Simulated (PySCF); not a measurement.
# C₄H₇N₃: magnetic properties

Wanted: magnetic properties for C₄H₇N₃ (`CCn1cnnc1`).

Computed with PySCF 2.14.0 and routines of our own; the level stands in each step. Atoms count from 0.

### 1 The starting structure

14 atoms, charge 0, multiplicity 1; geometry from: GFN2-xTB.

### 2 Magnetic properties: GIAO PBE/pcSseg-1

Job settings and geometry (Å):

```
{"job": {"kind": "mag", "xc": "PBE", "basis": "pcSseg-1", "isotopologues": 2}, "charge": 0, "multiplicity": 1}
C     -1.787458    -0.171303     0.329254
C     -0.751349     0.421754    -0.622998
N      0.588125     0.113277    -0.197775
C      1.380856     0.805372     0.665957
N      2.504886     0.183909     0.853581
N      2.479230    -0.939193     0.119095
C      1.339992    -0.980209    -0.501546
H     -1.654046     0.226765     1.332777
H     -2.787504     0.077115    -0.015189
H     -1.690185    -1.253940     0.369924
H     -0.892979     0.019601    -1.630240
H     -0.856732     1.509622    -0.663183
H      1.103314     1.738990     1.110260
H      1.023173    -1.752233    -1.172083
```

Method: GIAO PBE/pcSseg-1 magnetisability, rotational g tensor and spin-rotation constants, non-relativistic, gas phase.

On the command line:

```console
$ OMP_NUM_THREADS=1 python excited_run.py task.json out
```

This one command runs all jobs of the session in turn.

Standard output:

```text
coarse grid: 11872 points
cycle   1  E = -320.3176680495  dE =  1.052e+00  |g| = 5.289e-01  |ddm| = 3.414e+00
cycle   2  E = -320.1007435717  dE =  2.169e-01  |g| = 1.098e+00  |ddm| = 1.625e+00
cycle   3  E = -320.3722573417  dE = -2.715e-01  |g| = 3.015e-01  |ddm| = 1.171e+00
cycle   4  E = -320.3917217701  dE = -1.946e-02  |g| = 7.534e-02  |ddm| = 2.704e-01
cycle   5  E = -320.3930755574  dE = -1.354e-03  |g| = 1.526e-02  |ddm| = 7.857e-02
cycle   6  E = -320.3931196361  dE = -4.408e-05  |g| = 7.546e-03  |ddm| = 1.722e-02
cycle   7  E = -320.3931311848  dE = -1.155e-05  |g| = 1.803e-03  |ddm| = 5.225e-03
cycle   8  E = -320.3931318578  dE = -6.730e-07  |g| = 2.890e-04  |ddm| = 1.576e-03
final grid: 115416 points
cycle   9  E = -320.4450993268  dE = -4.576e-05  |g| = 1.308e-02  |ddm| = 3.845e-02
cycle  10  E = -320.4450428938  dE =  5.643e-05  |g| = 2.016e-02  |ddm| = 2.938e-02
cycle  11  E = -320.4451356018  dE = -9.271e-05  |g| = 5.436e-03  |ddm| = 1.879e-02
cycle  12  E = -320.4451422106  dE = -6.609e-06  |g| = 1.054e-03  |ddm| = 4.555e-03
cycle  13  E = -320.4451424490  dE = -2.383e-07  |g| = 3.071e-04  |ddm| = 9.951e-04
cycle  14  E = -320.4451424668  dE = -1.788e-08  |g| = 6.760e-05  |ddm| = 2.043e-04
cycle  15  E = -320.4451424678  dE = -9.186e-10  |g| = 2.190e-05  |ddm| = 7.263e-05
converged SCF energy = -320.4451424678

Magnetisability tensor (1e-30 J/T^2)
     -933.95     -144.28      229.53
     -144.28     -881.43      303.59
      229.53      303.59    -1159.04
isotropic -991.47   principal values   -1486.95   -801.10   -686.37
isotropic susceptibility -59.708 1e-6 cm^3/mol

Inertial axes            a          b          c
rot. const./GHz      7.1347     1.9963     1.7667
chi total           -51.723    -41.334    -86.066
chi diamagnetic    -260.316   -694.750   -772.707
chi paramagnetic    208.592    653.416    686.641
quadrupole/D A       -9.160      7.484      1.676
g nuclear            0.6318     0.5750     0.5764
g electronic        -0.6992    -0.6128    -0.5699
g total             -0.0674    -0.0378     0.0065

Spin-rotation constants (kHz, H = +C I.J)
atom  isotope        aa         bb         cc
  2    14N        1.160      0.238      0.128
  4    14N        1.447      0.579      0.128
  5    14N        1.446      0.579      0.127
  7     1H       -0.761     -0.052     -0.122
  8     1H        0.133     -0.238     -0.184
  9     1H       -0.761     -0.054     -0.120
 10     1H       -0.673     -0.008     -0.105
 11     1H       -0.673     -0.011     -0.103
 12     1H       -0.639      0.202     -0.190
 13     1H       -0.640      0.203     -0.190
  0    13C*       1.012      0.337      0.261
  1    13C*       1.139      0.419      0.322
  3    13C*       2.171      0.955      0.388
* in the singly substituted isotopologue

Isotopologues: g along a, b, c
2H    at 7,8,9,10,11,12    -0.0529    -0.0341     0.0047
13C   at 0                 -0.0664    -0.0371     0.0060
```

Run time: 42 s. Hardware: 1 thread of Arm Neoverse N1, shared host; peak memory 0.54 GiB.

Key values:

| quantity | value |
| --- | --- |
| magnetisability | -991·10⁻³⁰ J/T² |
| molar susceptibility | -59.7·10⁻⁶ cm³/mol |
| rotational g (a, b, c) | -0.0674, -0.0378, 0.0065 |

### 3 Magnetic properties: GIAO KT2/pcSseg-1

The job, as its differences from that of step 2:

```diff
@@ -1,2 +1,2 @@
-{"job": {"kind": "mag", "xc": "PBE", "basis": "pcSseg-1", "isotopologues": 2}, "charge": 0, "multiplicity": 1}
+{"job": {"kind": "mag", "xc": "KT2", "basis": "pcSseg-1", "scf": {"guess": "sap"}}, "charge": 0, "multiplicity": 1}
 C     -1.787458    -0.171303     0.329254
```

With the program's defaults for keys left out, this is: GIAO KT2/pcSseg-1 magnetisability, rotational g tensor and spin-rotation constants, non-relativistic, gas phase.

Standard output:

```text
final grid: 115416 points
cycle   1  E = -310.0433297006  dE =  1.325e+01  |g| = 6.442e+00  |ddm| = 3.018e+01
cycle   2  E = -260.1930149262  dE =  4.985e+01  |g| = 1.552e+01  |ddm| = 3.160e+01
cycle   3  E = -306.2061283724  dE = -4.601e+01  |g| = 8.663e+00  |ddm| = 9.000e+00
cycle   4  E = -324.8314952356  dE = -1.863e+01  |g| = 2.333e+00  |ddm| = 5.999e+00
cycle   5  E = -323.7596238353  dE =  1.072e+00  |g| = 3.143e+00  |ddm| = 4.810e+00
cycle   6  E = -326.1913215685  dE = -2.432e+00  |g| = 5.027e-01  |ddm| = 4.565e+00
cycle   7  E = -326.1853887346  dE =  5.933e-03  |g| = 5.124e-01  |ddm| = 8.581e-01
cycle   8  E = -326.2504781323  dE = -6.509e-02  |g| = 9.410e-02  |ddm| = 4.652e-01
cycle   9  E = -326.2516551566  dE = -1.177e-03  |g| = 6.951e-02  |ddm| = 1.430e-01
cycle  10  E = -326.2526758358  dE = -1.021e-03  |g| = 1.418e-02  |ddm| = 4.696e-02
cycle  11  E = -326.2527284454  dE = -5.261e-05  |g| = 1.976e-03  |ddm| = 1.567e-02
cycle  12  E = -326.2527290501  dE = -6.046e-07  |g| = 1.171e-03  |ddm| = 2.607e-03
cycle  13  E = -326.2527293599  dE = -3.099e-07  |g| = 4.042e-04  |ddm| = 1.273e-03
cycle  14  E = -326.2527294003  dE = -4.033e-08  |g| = 1.241e-04  |ddm| = 4.489e-04
cycle  15  E = -326.2527294040  dE = -3.753e-09  |g| = 2.099e-05  |ddm| = 1.274e-04
cycle  16  E = -326.2527294041  dE = -6.048e-11  |g| = 1.324e-05  |ddm| = 2.371e-05
converged SCF energy = -326.2527294041

Magnetisability tensor (1e-30 J/T^2)
     -930.06     -145.60      231.14
     -145.60     -886.94      299.31
      231.14      299.31    -1160.89
isotropic -992.63   principal values   -1487.05   -796.13   -694.70
isotropic susceptibility -59.777 1e-6 cm^3/mol

Inertial axes            a          b          c
rot. const./GHz      7.1347     1.9963     1.7667
chi total           -51.454    -41.836    -86.043
chi diamagnetic    -260.010   -694.271   -771.894
chi paramagnetic    208.557    652.435    685.851
quadrupole/D A       -8.775      7.576      1.199
g nuclear            0.6318     0.5750     0.5764
g electronic        -0.6990    -0.6119    -0.5693
g total             -0.0673    -0.0369     0.0072

Spin-rotation constants (kHz, H = +C I.J)
atom  isotope        aa         bb         cc
  2    14N        1.113      0.229      0.123
  4    14N        1.388      0.543      0.125
  5    14N        1.387      0.543      0.125
  7     1H       -0.755     -0.050     -0.120
  8     1H        0.138     -0.236     -0.181
  9     1H       -0.755     -0.052     -0.118
 10     1H       -0.668     -0.004     -0.103
 11     1H       -0.668     -0.007     -0.100
 12     1H       -0.626      0.200     -0.188
 13     1H       -0.627      0.200     -0.189
  0    13C*       0.989      0.331      0.256
  1    13C*       1.114      0.410      0.312
  3    13C*       2.080      0.908      0.372
* in the singly substituted isotopologue
```

Run time: 49 s. Hardware: 1 thread of Arm Neoverse N1, shared host; peak memory 0.61 GiB.

From this job:

| quantity | value |
| --- | --- |
| magnetisability | -993·10⁻³⁰ J/T² |
| molar susceptibility | -59.8·10⁻⁶ cm³/mol |
| rotational g (a, b, c) | -0.0673, -0.0369, 0.0072 |

### 4 The levels compared

```
            level  ξ (10⁻³⁰ J/T²)     g(a)     g(b)  gap (eV)  functions  time
GIAO PBE/pcSseg-1            -991  -0.0674  -0.0378      4.70        154  42 s
GIAO KT2/pcSseg-1            -993  -0.0673  -0.0369      5.06        154  49 s
```

### 5 Summary of results

| quantity | value |
| --- | --- |
| magnetisability (step 2, GIAO PBE/pcSseg-1) | -991·10⁻³⁰ J/T² |
| molar susceptibility (step 2, GIAO PBE/pcSseg-1) | -59.7·10⁻⁶ cm³/mol |
| rotational g (a, b, c) (step 2, GIAO PBE/pcSseg-1) | -0.0674, -0.0378, 0.0065 |
| magnetisability over the levels | -993 to -991·10⁻³⁰ J/T² |

In words: The magnetisability spreads by 0.1 % over 2 levels of like cost. Two levels can agree by chance, so this spread shows no convergence. Vibrational averaging and real surroundings are missing from these values.
